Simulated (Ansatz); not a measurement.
# C2H8FIn: the cost of one run

All numbers below are computed with Ansatz 0.2.0 (RKS PBE0-D4/def2-SVP).

### Step 1. The system as given

Bond lengths: In1–F2 2.361 Å, In1–C3 2.244 Å, In1–C4 2.244 Å, C3–H7 1.087 Å, C3–H8 1.087 Å, C3–H9 1.088 Å, C4–H10 1.088 Å, C4–H11 1.087 Å, C4–H12 1.087 Å. Angles (14 of 15 angles, heavy atoms first): F2–In1–C3 101.6°, F2–In1–C4 100.4°, C3–In1–C4 152.4°, In1–C3–H7 105.3°, In1–C3–H8 109.0°, In1–C3–H9 110.7°, In1–C4–H10 110.5°, In1–C4–H11 109.4°, In1–C4–H12 105.1°, H7–C3–H8 110.3°, H7–C3–H9 110.7°, H8–C3–H9 110.7°, H10–C4–H11 110.7°, H10–C4–H12 110.7°.

As a file:

```xyz
12

In   -0.1190   -0.0742    0.0562
F     1.8192    0.9026   -0.8728
C     0.6617   -0.8567    2.0090
C    -1.4134   -0.2243   -1.7707
H     1.0860    1.6933   -0.3245
H     0.3698    2.1533    0.1633
H     1.7288   -0.6504    1.9943
H     0.1847   -0.3164    2.8231
H     0.4770   -1.9257    2.0966
H    -1.6102   -1.2662   -2.0131
H    -2.3428    0.3117   -1.5990
H    -0.8419    0.2529   -2.5626
```

### Step 2. Pulling towards end A

Springs on the bonds that form and break draw the guess towards this end; the thresholds are loose.

input.yaml

```yaml
crystal:
  periodic: [false, false, false]
  atoms:
    - { symbol: In, position_ang: [-0.119, -0.0742, 0.0562] }
    - { symbol: F, position_ang: [1.8192, 0.9026, -0.8728] }
    - { symbol: C, position_ang: [0.6617, -0.8567, 2.009] }
    - { symbol: C, position_ang: [-1.4134, -0.2243, -1.7707] }
    - { symbol: H, position_ang: [1.086, 1.6933, -0.3245] }
    - { symbol: H, position_ang: [0.3698, 2.1533, 0.1633] }
    - { symbol: H, position_ang: [1.7288, -0.6504, 1.9943] }
    - { symbol: H, position_ang: [0.1847, -0.3164, 2.8231] }
    - { symbol: H, position_ang: [0.477, -1.9257, 2.0966] }
    - { symbol: H, position_ang: [-1.6102, -1.2662, -2.0131] }
    - { symbol: H, position_ang: [-2.3428, 0.3117, -1.599] }
    - { symbol: H, position_ang: [-0.8419, 0.2529, -2.5626] }
basis:
  gaussian: { orbitals: def2-SVP }
hamiltonian:
  xc: pbe0
  dispersion: d4
relax:
  f_tol: 0.15
  max_steps: 25
  restrain:
    - { distance: [0, 5], at: 3.03, k: 30.0 }
    - { distance: [4, 1], at: 2.18, k: 30.0 }
    - { distance: [0, 1], at: 1.99, k: 30.0 }
    - { distance: [4, 5], at: 0.62, k: 30.0 }
```

Command:

```
$ ansatz run input.yaml --threads 2 --pin off --max-ram 3072MiB --backend cpu --events-out ev --progress --plain --runs-dir out
```

What time and memory should one allow on 2 threads of AMD EPYC 7R43 (Zen 3), shared host?

About 34 s, with a peak of 0.26 GiB.
